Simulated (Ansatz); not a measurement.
This script makes an atomisation energy of ClH2OSi, SMILES O[SiH]Cl with Ansatz 0.2.0 through its Python package.

`tae_clh2osi.py`
```python
"""Energy to split ClH2OSi into its atoms."""

from collections import Counter

import ansatz as az
from ase import Atoms


def total_energy(molecule, charge=0, unpaired=0):
    calc = molecule.calculation().basis(gaussian="pcseg-2").functional("r2scan")
    if charge:
        calc = calc.charge(charge)
    if unpaired:
        calc = calc.spin("collinear", total=unpaired)
    return calc.run(threads=1, pin="off").report["free_energy_ev"]

atoms = Atoms(["O", "Si", "Cl", "H", "H"], positions=[
    (-0.8416, -0.3934, -0.6583),
    (-0.0698, 0.5231, 0.444),
    (1.5653, -0.4838, 1.1376),
    (-0.9389, -1.3406, -0.5941),
    (0.2849, 1.6947, -0.3292),
])
system = az.Crystal.molecule_from_ase(atoms)

# Hund ground states
unpaired = {"O": 2, "Si": 2, "Cl": 1, "H": 1}
counts = Counter(site.symbol for site in system.cartesian_sites)
atom_energy = {s: total_energy(az.Crystal.molecule().atom(s, (0, 0, 0)), 0, unpaired[s]) for s in counts}
whole = total_energy(system, 0, 1)
for s, e in atom_energy.items():
    print(f"{s:2s} x{counts[s]}  {e:14.5f} eV")
print(f"ClH2OSi: {whole:.5f} eV")
split = sum(counts[s] * e for s, e in atom_energy.items()) - whole
print(f"atomisation energy (no zero-point term): {96.485332 * split:.1f} kJ/mol, {split / sum(counts.values()):.3f} eV an atom")
```

What does it cost to take this molecule apart into atoms?

1614.4 kJ/mol from the electronic energies, without the zero-point term.

What the script printed:

Output of `python tae_clh2osi.py`:
```text
O  x1     -2042.40715 eV
Si x1     -7873.49398 eV
Cl x1    -12520.61568 eV
H  x2       -13.60816 eV
ClH2OSi: -22480.46555 eV
atomisation energy (no zero-point term): 1614.4 kJ/mol, 3.346 eV an atom
```

Caveats:
- Total energies depend on the basis set; only differences at equal settings carry meaning.
- The geometry is a force-field or estimated start, not a minimum of this method, and the basis set is short of its limit. All parts are taken at fixed geometry, without zero-point energy.
- The species is open-shell (spin multiplicity 2).
- It ran for 17 s on 1 thread of Arm Neoverse V1 (shared host), peak memory 0.26 GiB.

(Lines on the test bed's own set-up are left out of the output.)
